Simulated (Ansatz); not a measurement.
# Ca3CdF8: the cell at several levels of theory

Aim: relax Ca3CdF8 in the fluorite host structure with PBE, r2SCAN and PBEsol and see how far the functionals disagree on the cell. This is a trial cell built on a prototype, not taken from a measured structure, and it needn't be the compound's ground state.

Program: Ansatz 0.2.0. PAW datasets, plane waves, zero pressure. The cell comes from a prototype generator: it can be a known phase or a hypothetical one. Spin polarisation is off.

### 1 The structure to begin with

It is orthorhombic, Cmmm (No. 65); a = 7.631 Å, b = 10.791 Å, c = 3.815 Å in the conventional setting, 13.09 Å³ an atom. Near Cd stand 8 F at 2.34 Å; near F stand 4 Ca at 2.34 Å; near F stand 2 Ca at 2.34 Å and 2 Cd at 2.34 Å; near Ca stand 8 F at 2.34 Å; near F stand 3 Ca at 2.34 Å and 1 Cd at 2.34 Å.

Structure file:

```
CELL_PARAMETERS angstrom
3.81534 -5.39570 0.00000
3.81534 5.39570 0.00000
0.00000 0.00000 3.81534
ATOMIC_POSITIONS crystal
Cd 0.00000 0.00000 0.00000
F 0.37500 0.62500 0.50000
F 0.12500 0.87500 0.50000
Ca 0.50000 0.00000 0.50000
F 0.87500 0.62500 0.00000
F 0.62500 0.87500 0.00000
Ca 0.00000 0.50000 0.50000
F 0.37500 0.12500 0.00000
F 0.12500 0.37500 0.00000
Ca 0.50000 0.50000 0.00000
F 0.87500 0.12500 0.50000
F 0.62500 0.37500 0.50000
```

### 2 Relaxing with PBE

Input file input.yaml:

```yaml
crystal:
  lattice:
    - [3.81533727, -5.39570171, 0.0]
    - [3.81533727, 5.39570171, 0.0]
    - [0.0, 0.0, 3.81533727]
  atoms:
    - { symbol: Cd, position: [0.0, 0.0, 0.0] }
    - { symbol: F, position: [0.375, 0.625, 0.5] }
    - { symbol: F, position: [0.125, 0.875, 0.5] }
    - { symbol: Ca, position: [0.5, 0.0, 0.5] }
    - { symbol: F, position: [0.875, 0.625, 0.0] }
    - { symbol: F, position: [0.625, 0.875, 0.0] }
    - { symbol: Ca, position: [0.0, 0.5, 0.5] }
    - { symbol: F, position: [0.375, 0.125, 0.0] }
    - { symbol: F, position: [0.125, 0.375, 0.0] }
    - { symbol: Ca, position: [0.5, 0.5, 0.0] }
    - { symbol: F, position: [0.875, 0.125, 0.5] }
    - { symbol: F, position: [0.625, 0.375, 0.5] }
kpoints:
  mp_grid: { grid: [4, 4, 6] }
hamiltonian:
  xc: pbe
scf:
  occupations: { method: fermi_dirac, width: 0.02 }
relax:
  f_tol: 0.005
  cell: {}
```

After this run come: Relaxing with r2SCAN; Relaxation with PBEsol.

Q: Predict the outcome of this session. Wanted: for each run, a; b; c; volume; space group; SCF geometries.

The runs gave:

| level | a (Å) | b (Å) | c (Å) | volume (Å³/atom) | space group | SCF geometries |
| --- | --- | --- | --- | --- | --- | --- |
| PBE | 7.790 | 11.009 | 3.890 | 13.899 | Cmmm | 8 |
| r2SCAN | 7.679 | 10.854 | 3.835 | 13.318 | Cmmm | 5 |
| PBEsol | 7.661 | 10.825 | 3.826 | 13.221 | Cmmm | 7 |

**Reading.** The first relaxation changed the volume by +6.2 % from the start. The volume runs from PBEsol (least) to PBE (most), a spread of 5.1 %, or 1.7 % in length if all axes shared it alike.
